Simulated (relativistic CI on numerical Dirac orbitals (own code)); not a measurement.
**Cr⁴⁺: L2,3 absorption with charge transfer**

Wanted: the shape of the L2,3 absorption spectrum of Cr⁴⁺ in a cubic metal-ligand cluster, for 3 values of tenDq.

The numbers are computed with relativistic CI on numerical Dirac orbitals (own code) version 3 (charge-transfer multiplet model of a cubic metal-ligand cluster with up to 1 ligand holes, Slater and spin-orbit integrals from Dirac-Coulomb-Breit ions, Slater integrals scaled by 0.7), except any that are marked as measured or tabulated.

## Step 1: The system

| Property | Result |
| --- | --- |
| ion | Cr⁴⁺ (Cr V) |
| nuclear charge | 24 |
| electrons | 20 |
| d electrons | 2 |
| ligand holes at most | 1 |
| parameters | in eV; Veg, Vt2g hoppings, tenDq and tenDqL metal and ligand splittings (negative tenDq: tetrahedral), red the scaling of hopping with a core hole |
| temperature | 300 K |
| widths | Lorentz 0.4 eV, Gauss 0.3 eV |

## Step 2: tenDq = -0.25 eV

Input settings:

```ini
cluster ion=Cr4+ d2 ligand_holes=1 slater_scale=0.7
Delta=1.3 Udd=5.9 Upd=6.5 tenDq=-0.25 tenDqL=0 Veg=0.8 Vt2g=-1.36 red=1
spectrum xas L2,3 T=300 lorentz=0.4 gauss=0.3
```

Launch:

```sh
> python run_levels.py task.json out
```

task.json lists these runs, among others, and the program works through them in turn.

Results of the run (chosen fields of its result record, rounded), cut to the lines that bear on the results:

```text
{
  "status": "converged",
  "curve, one point in 4 above 2 % of the maximum [energy, intensity] [eV from the first main peak; 1/eV]": [
    [-3.2, 0.005566],
    [-2.8, 0.01137],
    [-2.4, 0.01688],
    [-2, 0.01411],
    [-1.6, 0.01786],
    [-1.2, 0.02865],
    [-0.8, 0.04866],
    [-0.4, 0.1287],
    [0, 0.2757],
    [0.4, 0.1667],
    [0.8, 0.1003],
    [1.2, 0.09824],
    [1.6, 0.0984],
    [2, 0.1012],
    [2.4, 0.06475],
    [2.8, 0.03683],
    [3.2, 0.02912],
    [3.6, 0.02444],
    [4, 0.02146],
    [4.4, 0.01935],
    [4.8, 0.01785],
    [5.2, 0.01652],
    [5.6, 0.02217],
    [6, 0.03761],
    [6.4, 0.06244],
    [6.8, 0.07014],
    [7.2, 0.07126],
    [7.6, 0.09903],
    "... 14 more rows left out ..."
  ],
  "weights": [0.567809, 0.432191],
  "n_d": 2.43219,
  "n_eg": 2.00654,
  "ground_S": 0.999761,
  "ground_energy [eV]": -4.31607,
  "cluster_levels [E_eV, degeneracy, S, weight_dn]": [
    [1.51e-14, 3, 0.9998, 0.5678],
    [0.4527, 1, 1, 0.575],
    [0.4626, 3, 0.9996, 0.5748],
    [0.466, 2, 0.9987, 0.575],
    [0.4754, 3, 1, 0.5745],
    [0.806, 3, 0.9998, 0.5804],
    [0.8111, 2, 0.9986, 0.58],
    [0.8555, 3, 0.9998, 0.5786],
    [0.8768, 1, 0.9996, 0.5777],
    [1.56, 2, 0.06824, 0.5712],
    [1.727, 1, 0.9996, 0.4577],
    [1.75, 3, 1, 0.4586],
    [1.771, 3, 0.9227, 0.4745],
    [1.798, 2, 0.9779, 0.4639],
    [1.942, 3, 0.1915, 0.5634],
    [2.289, 1, 0.001703, 0.5441],
    [2.391, 3, 0.001369, 0.5402],
    [2.62, 2, 0.002102, 0.5431],
    [2.645, 3, 0.001471, 0.5349],
    [3.337, 10, 1.969, 1.967e-07],
    [3.337, 2, 1.986, 2.997e-06],
    [3.337, 3, 1.995, 4.291e-06],
    "... 2 more rows left out ..."
  ],
  "atomic [eV]": {"ground": {"F2dd": 8.20457, "F4dd": 5.16738, "zeta_d": 0.0385797}, "final": {"F2dd": 8.74577, "F4dd": 5.50903, "zeta_d": 0.0531523, "zeta_core": 5.61633, "F2cd": 5.07096, "G1cd": 3.84413, "G3cd": 2.18473}}
}
```

Wall time 3.2 s (1 thread of Neoverse-V1, shared host); peak memory 0.22 GiB.

## Step 3: tenDq = -0.55 eV

Input settings:

```ini
cluster ion=Cr4+ d2 ligand_holes=1 slater_scale=0.7
Delta=1.3 Udd=5.9 Upd=6.5 tenDq=-0.55 tenDqL=0 Veg=0.8 Vt2g=-1.36 red=1
spectrum xas L2,3 T=300 lorentz=0.4 gauss=0.3
```

From the record:

```text
{
  "status": "converged",
  "curve, one point in 7 above 2 % of the maximum [energy, intensity] [eV from the first main peak; 1/eV]": [
    [-3, 0.006335],
    [-2.3, 0.01582],
    [-1.6, 0.02284],
    [-0.9, 0.04517],
    [-0.2, 0.2141],
    [0.5, 0.1426],
    [1.2, 0.08713],
    [1.9, 0.08439],
    [2.6, 0.0467],
    [3.3, 0.0284],
    [4, 0.02054],
    [4.7, 0.01676],
    [5.4, 0.01717],
    [6.1, 0.03856],
    [6.8, 0.07972],
    [7.5, 0.1128],
    [8.2, 0.07979],
    [8.9, 0.123],
    [9.6, 0.09874],
    [10.3, 0.04108],
    [11, 0.02339],
    [11.7, 0.01162],
    [12.4, 0.006656]
  ],
  "weights": [0.576484, 0.423516],
  "n_d": 2.42352,
  "n_eg": 2.01766,
  "ground_S": 0.999832,
  "ground_energy [eV]": -4.62862,
  "cluster_levels [E_eV, degeneracy, S, weight_dn]": [
    [6.217e-15, 3, 0.9998, 0.5765],
    [0.7312, 1, 1, 0.5792],
    [0.7402, 3, 0.9997, 0.579],
    [0.7478, 2, 0.9978, 0.579],
    [0.7551, 3, 0.9999, 0.5787],
    [1.242, 2, 0.993, 0.5719],
    [1.242, 3, 0.9999, 0.5721],
    [1.285, 3, 0.9998, 0.5686],
    [1.303, 1, 0.9992, 0.5666],
    [1.589, 2, 0.03241, 0.577],
    [2.132, 1, 0.9995, 0.4673],
    [2.15, 3, 0.7889, 0.5008],
    [2.151, 3, 0.9999, 0.4671],
    [2.188, 2, 0.9977, 0.4678],
    [2.27, 3, 0.4166, 0.5439],
    [2.416, 1, 0.003462, 0.5432],
    [2.665, 3, 0.002102, 0.5419],
    [3.151, 2, 0.002021, 0.5456],
    [3.176, 3, 0.001701, 0.5396],
    [3.456, 12, 1.992, 3.512e-07],
    [3.457, 3, 1.998, 5.012e-06],
    [3.457, 3, 1.759, 6.576e-05],
    "... 2 more rows left out ..."
  ],
  "atomic [eV]": {"ground": {"F2dd": 8.20457, "F4dd": 5.16738, "zeta_d": 0.0385797}, "final": {"F2dd": 8.74577, "F4dd": 5.50903, "zeta_d": 0.0531523, "zeta_core": 5.61633, "F2cd": 5.07096, "G1cd": 3.84413, "G3cd": 2.18473}}
}
```

It took 3.1 s on 1 thread of Neoverse-V1, shared host; peak memory 0.24 GiB.

## Step 4: tenDq = 0.05 eV

Input settings:

```ini
cluster ion=Cr4+ d2 ligand_holes=1 slater_scale=0.7
Delta=1.3 Udd=5.9 Upd=6.5 tenDq=0.05 tenDqL=0 Veg=0.8 Vt2g=-1.36 red=1
spectrum xas L2,3 T=300 lorentz=0.4 gauss=0.3
```

From the record:

```text
{
  "status": "converged",
  "curve, one point in 7 above 2 % of the maximum [energy, intensity] [eV from the first main peak; 1/eV]": [
    [-3.5, 0.004987],
    [-2.8, 0.01599],
    [-2.1, 0.01616],
    [-1.4, 0.02201],
    [-0.7, 0.07461],
    [0, 0.2482],
    [0.7, 0.1234],
    [1.4, 0.111],
    [2.1, 0.09555],
    [2.8, 0.03614],
    [3.5, 0.0264],
    [4.2, 0.02364],
    [4.9, 0.01786],
    [5.6, 0.02805],
    [6.3, 0.07077],
    [7, 0.06572],
    [7.7, 0.07658],
    [8.4, 0.07544],
    [9.1, 0.1184],
    [9.8, 0.08679],
    [10.5, 0.04162],
    [11.2, 0.0171],
    [11.9, 0.009991],
    [12.6, 0.008674],
    [13.3, 0.005238]
  ],
  "weights": [0.559481, 0.440519],
  "n_d": 2.44052,
  "n_eg": 1.9425,
  "ground_S": 0.999579,
  "ground_energy [eV]": -4.01238,
  "cluster_levels [E_eV, degeneracy, S, weight_dn]": [
    [1.776e-15, 3, 0.9996, 0.5595],
    [0.1796, 2, 0.999, 0.5715],
    [0.1796, 1, 1, 0.5696],
    [0.1931, 3, 0.9995, 0.5692],
    [0.1987, 3, 1, 0.5695],
    [0.34, 3, 0.9998, 0.5808],
    [0.3547, 2, 0.9995, 0.5792],
    [0.3902, 3, 0.9998, 0.5798],
    [0.4097, 1, 0.9997, 0.5797],
    [1.366, 1, 0.9996, 0.451],
    [1.39, 3, 1, 0.4523],
    [1.405, 2, 0.8321, 0.4838],
    [1.417, 3, 0.9383, 0.4665],
    [1.524, 2, 0.3543, 0.5443],
    [1.6, 3, 0.1592, 0.5651],
    [2.111, 1, 0.001112, 0.5397],
    [2.12, 3, 0.001082, 0.5367],
    [2.149, 2, 0.001365, 0.5356],
    [2.15, 3, 0.00111, 0.5274],
    [3.131, 15, 1.745, 1.016e-06],
    [3.131, 1, 1.89, 3.01e-06],
    [3.131, 3, 1.809, 1.216e-05],
    "... 2 more rows left out ..."
  ],
  "atomic [eV]": {"ground": {"F2dd": 8.20457, "F4dd": 5.16738, "zeta_d": 0.0385797}, "final": {"F2dd": 8.74577, "F4dd": 5.50903, "zeta_d": 0.0531523, "zeta_core": 5.61633, "F2cd": 5.07096, "G1cd": 3.84413, "G3cd": 2.18473}}
}
```

Run time: 3.1 s. Hardware: 1 thread of Neoverse-V1, shared host; peak memory 0.23 GiB.

## Step 5: The spectra side by side

| run | d count | weight without ligand hole | ground S | up to four highest peaks (% of the highest), eV from the first main peak |
| --- | --- | --- | --- | --- |
| tenDq = -0.25 eV | 2.43 | 0.57 | 1.00 | 0.0 (100), 2.0 (37), 7.7 (37), 9.3 (55) |
| tenDq = -0.55 eV | 2.42 | 0.58 | 1.00 | 0.0 (100), 1.6 (32), 7.6 (42), 9.2 (57) |
| tenDq = 0.05 eV | 2.44 | 0.56 | 1.00 | 0.0 (100), 1.8 (51), 7.5 (32), 9.3 (52) |

## Step 6: Outcome

| quantity | value |
| --- | --- |
| d count | 2.42 to 2.44 |
| ground spin (effective S from ⟨S²⟩) | 1.00 |

What this shows: From tenDq = -0.55 eV to tenDq = 0.05 eV the ground-state d count goes from 2.42 to 2.44. In the first run d2 holds 57 % of the ground state. The space is cut at the given number of ligand holes while the last configuration still holds over a tenth of the ground state. The cluster parameters are drawn, not fitted to a compound.
